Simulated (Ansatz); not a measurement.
The system is NaLaMnMoO6.

```
Na La Mn Mo O
1.0
     0.00000    3.86259    3.86259
     3.86259    0.00000    3.86259
     3.86259    3.86259    0.00000
Na La Mn Mo O
1 1 1 1 6
Direct
  0.25000 0.25000 0.25000
  0.75000 0.75000 0.75000
  0.50000 0.50000 0.50000
  0.00000 0.00000 0.00000
  0.74662 0.25338 0.25338
  0.25338 0.25338 0.74662
  0.25338 0.74662 0.25338
  0.74662 0.25338 0.74662
  0.74662 0.74662 0.25338
  0.25338 0.74662 0.74662
```

The cell was built by a generator and needn't be a form met in nature.

Base run:

| Quantity | Value |
| --- | --- |
| Program | Ansatz 0.2.0 |
| Functional | PBE |
| Potentials or basis | Ansatz PAW |
| Cutoff | 420 eV (not typed: the program's choice for these potentials) |
| k mesh | 6 × 6 × 6 |
| Occupations | fermi-dirac, width 0.05 eV |
| Spin | collinear spin, ferromagnetic start |
| Starting moments | [0.0, 0.0, 4.0, 1.0, 0.0, 0.0, 0.0, 0.0, 0.0, 0.0] μB |

Its results: band gap on the k mesh none (metal or under the smearing width); pressure 0.0 GPa; net moment 1.16 μB per cell; site moments Na +0.00; La -0.03; Mn +1.76; Mo -0.49; O +0.01 μB.

Task: The run is repeated on the same cell with these changes: functional from PBE to PBEsol. What comes out?

Result: Band gap on the k mesh none (metal or under the smearing width); pressure -6.8 GPa; net moment 1.18 μB per cell; site moments Na +0.00; La -0.03; Mn +1.72; Mo -0.45; O +0.01 μB.

PBEsol binds more tightly than PBE, so the same cell stands under less pressure.

Caveats: a cell with one magnetic atom can't hold antiferromagnetic order, which such compounds often take; semilocal functionals often make such compounds metallic where correlation or magnetic order opens a gap, which also shifts bond lengths; the starting moments weren't kept; spin-orbit coupling is left out, which moves the levels of the heavy elements (some runs); the PAW data sets come from PBE, with cores solved anew for the run's functional, which leaves a small shift of forces and pressure (some runs).
